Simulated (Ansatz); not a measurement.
# CH8OSn (built from SMILES C.[OH][SnH3]): a barrier at many levels of theory

How high is the barrier of this step (Sn1–C7 formed, O2–H6 formed, Sn1–O2 broken, H6–C7 broken), and how far do cheaper methods land from CCSD(T)?

Program: Ansatz 0.2.0, Gaussian basis. Level of theory: single points in def2-TZVPP on PBE0-D4/def2-TZVP structures. These are calculated values, not measurements.

Levels: SPW92, PBE-D4, BLYP-D4, r2SCAN-D4, B97M-V, PBE0-D4, B3LYP-D4, r2SCAN0-D4, BHLYP-D4, CAM-B3LYP-D4, wB97X-V, wB97M-V, B2PLYP, PBE-QIDH, RPA on PBE, Hartree-Fock, MP2, CCSD, CCSD(T). The reference is CCSD(T) at the basis limit, from triple and quadruple zeta. Zero-point energies come from PBE0-D4 vibrations.

Correlated methods freeze the cores. Filled d shells of the heavier atoms are correlated. Core potentials replace the inner electrons past krypton, and spin-orbit coupling is left out. B3LYP uses VWN-RPA correlation. B2PLYP carries no dispersion term here.

80 further runs of the same task are left out: 80 set aside as unsound or not needed.

## Step 1: Start, saddle and end, as given

Charge 0, multiplicity 1. The folders r, ts and p hold the start, the saddle and the end; their coordinates stand in the first inputs.

```
  pair  r (Å)  ts (Å)  p (Å)
Sn1–C7  3.895   2.521  2.134
 O2–H6  2.611   1.164  0.960
Sn1–O2  1.972   2.198  3.272
 H6–C7  1.090   1.461  3.956
```

## Step 2: SPW92/def2-TZVPP

The input, r/in.yaml:

```yaml
crystal:
  periodic: [false, false, false]
  atoms:
    - {symbol: Sn, position_ang: [-0.785414, 1.533596, 0.673181]}
    - {symbol: O, position_ang: [-0.381387, -0.017628, 1.821813]}
    - {symbol: H, position_ang: [-1.858612, 0.898102, -0.478207]}
    - {symbol: H, position_ang: [-1.500945, 2.740959, 1.649632]}
    - {symbol: H, position_ang: [0.674047, 2.091682, -0.017396]}
    - {symbol: H, position_ang: [0.527705, -1.425564, -0.180364]}
    - {symbol: C, position_ang: [0.742876, -1.490993, -1.247352]}
    - {symbol: H, position_ang: [0.134248, 0.211626, 2.597707]}
    - {symbol: H, position_ang: [1.302104, -2.403671, -1.452595]}
    - {symbol: H, position_ang: [1.336661, -0.630426, -1.557483]}
    - {symbol: H, position_ang: [-0.191385, -1.507786, -1.808837]}
basis:
  gaussian: {orbitals: def2-TZVPP}
hamiltonian: {xc: lda}
```

The input, ts/in.yaml:

```yaml
crystal:
  periodic: [false, false, false]
  atoms:
    - {symbol: Sn, position_ang: [-0.530551, 1.135728, 0.133053]}
    - {symbol: O, position_ang: [-0.136380, -0.474724, 1.575318]}
    - {symbol: H, position_ang: [-1.572904, 1.065015, -1.223480]}
    - {symbol: H, position_ang: [-1.435421, 1.905994, 1.377876]}
    - {symbol: H, position_ang: [0.916210, 2.006992, -0.108931]}
    - {symbol: H, position_ang: [0.266613, -0.832631, 0.544029]}
    - {symbol: C, position_ang: [0.410394, -0.960101, -0.903976]}
    - {symbol: H, position_ang: [0.503531, -0.342680, 2.284234]}
    - {symbol: H, position_ang: [1.132494, -1.753480, -0.668693]}
    - {symbol: H, position_ang: [0.904230, -0.321916, -1.640224]}
    - {symbol: H, position_ang: [-0.458315, -1.428297, -1.369106]}
basis:
  gaussian: {orbitals: def2-TZVPP}
hamiltonian: {xc: lda}
```

The input, p/in.yaml:

```yaml
crystal:
  periodic: [false, false, false]
  atoms:
    - {symbol: Sn, position_ang: [-0.552825, 1.019582, -0.401155]}
    - {symbol: O, position_ang: [0.684995, -0.833269, 1.994827]}
    - {symbol: H, position_ang: [-1.240002, 2.101040, -1.544626]}
    - {symbol: H, position_ang: [-1.773149, 0.645544, 0.739613]}
    - {symbol: H, position_ang: [0.713736, 1.856481, 0.389948]}
    - {symbol: H, position_ang: [-0.098291, -0.818413, 2.550354]}
    - {symbol: C, position_ang: [0.158628, -0.728498, -1.396660]}
    - {symbol: H, position_ang: [1.264630, -0.159861, 2.359397]}
    - {symbol: H, position_ang: [0.588883, -1.397571, -0.653117]}
    - {symbol: H, position_ang: [0.917795, -0.457354, -2.130467]}
    - {symbol: H, position_ang: [-0.664499, -1.227782, -1.908014]}
basis:
  gaussian: {orbitals: def2-TZVPP}
hamiltonian: {xc: lda}
```

Each run has its own folder and the same command.

On the command line:

```
> ansatz run in.yaml --threads 4 --pin off --events-out ev --progress --plain --max-ram 9574MiB
```

After this run come: PBE-D4/def2-TZVPP; BLYP-D4/def2-TZVPP; r2SCAN-D4/def2-TZVPP; B97M-V/def2-TZVPP; PBE0-D4/def2-TZVPP; B3LYP-D4/def2-TZVPP; r2SCAN0-D4/def2-TZVPP; BHLYP-D4/def2-TZVPP; CAM-B3LYP-D4/def2-TZVPP; wB97X-V/def2-TZVPP; wB97M-V/def2-TZVPP; B2PLYP/def2-TZVPP; PBE-QIDH/def2-TZVPP; RPA on PBE/def2-TZVPP; CCSD(T)/def2-TZVPP; MP2/def2-QZVPP; SPW92/def2-SVP; PBE-D4/def2-SVP; PBE0-D4/def2-SVP; wB97M-V/def2-SVP; CCSD(T)/def2-SVP; Vibrations of the start structure; Vibrations of the end structure.

Before running it: what results should come out? Wanted: barrier, CCSD(T)/CBS; reverse barrier, CCSD(T)/CBS; step energy, CCSD(T)/CBS; barrier with zero-point energy; step energy with zero-point energy; imaginary mode at the saddle; largest T1 diagnostic.

The runs gave:

```
                          quantity         value
              barrier, CCSD(T)/CBS  211.3 kJ/mol
      reverse barrier, CCSD(T)/CBS  182.7 kJ/mol
          step energy, CCSD(T)/CBS  +28.7 kJ/mol
    barrier with zero-point energy  203.3 kJ/mol
step energy with zero-point energy  +29.6 kJ/mol
      imaginary mode at the saddle    1254i cm⁻¹
             largest T1 diagnostic         0.014
```

What this shows: Among the functionals B3LYP-D4 lands nearest to CCSD(T)/CBS (-0.2 kJ/mol) and SPW92 farthest (-66.7 kJ/mol). By rung, the mean size of the error is: LDA 66.7, GGA 21.8, meta-GGA 9.0, hybrid 10.3, range-separated hybrid 4.3, double hybrid 4.3 kJ/mol. PBE-D4 gives a barrier 31.5 kJ/mol too low, outside chemical accuracy (1 kcal/mol, 4.2 kJ/mol). The barrier rises with the share of exact exchange, from BLYP-D4 through B3LYP-D4 to BHLYP-D4 (-12.0, -0.2, +19.1 kJ/mol). Hartree-Fock, with no correlation, is off by +71.5 kJ/mol. Zero-point motion lowers the barrier by 8.0 kJ/mol.
